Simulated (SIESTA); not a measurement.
The system is CuO2.

```
Cu O
1.0
     1.41261   -5.21075    0.00000
     1.41261    5.21075    0.00000
     0.00000    0.00000    4.34342
Cu O
2 4
Direct
  0.16725 0.83275 0.75000
  0.83275 0.16725 0.25000
  0.78897 0.21103 0.75000
  0.21103 0.78897 0.25000
  0.55149 0.44851 0.75000
  0.44851 0.55149 0.25000
```

The cell comes from a database or a generator and needn't be the stable form of this composition.

- Program: SIESTA 5.4.2
- Task: single point
- Functional: PBE
- Potentials or basis: PseudoDojo 0.4 standard (PBE files)
- Basis: DZP (energy shift 0.003 Ry; two zetas on semicore shells)
- Grid cutoff: 800 Ry
- Energy shift: 0.003 Ry
- k mesh: 10 × 10 × 6
- Occupations: fermi-dirac, width 0.05 eV
- Spin: no spin polarisation

On this cell: pressure 0.3 GPa; largest force 0.388 eV/Å; band gap on the k mesh none (metal or under the smearing width).

The same run follows on a disturbed copy (atoms moved at random, drawn with an rms of 0.05 Å):

```
Cu O
1.0
     1.41261   -5.21075    0.00000
     1.41261    5.21075    0.00000
     0.00000    0.00000    4.34342
Cu O
2 4
Direct
  0.15974 0.81686 0.75384
  0.83354 0.16394 0.25433
  0.81198 0.22952 0.75555
  0.19162 0.77231 0.26271
  0.53789 0.42786 0.75115
  0.44401 0.55108 0.25154
```

**Question.** What changes?

**Answer.** The energy (extrapolated to zero smearing) moves by +17.6 meV/atom; pressure 1.6 GPa; largest force 1.142 eV/Å; band gap on the k mesh none (metal or under the smearing width).

Forces in eV/Å, atoms in the order of the input:
```
Cu   0.865  0.613  0.029
Cu  -0.481  0.865  0.057
O   -1.026 -0.485  0.125
O    0.488 -0.292 -0.246
O    0.062  0.275  0.058
O    0.092 -0.977 -0.023
```

Stress tensor (GPa, compression positive):
```
 2.96  3.73 -0.02
 3.73  2.89 -0.13
-0.02 -0.13 -1.16
```

Caveats: short orbitals over semicore shells can move pressures by several GPa; the basis of atomic orbitals isn't converged, which shifts pressures, moduli and gaps; the run has no spin polarisation, though such a crystal can be magnetic; semilocal functionals often make such compounds metallic where correlation or magnetic order opens a gap, which also shifts bond lengths.
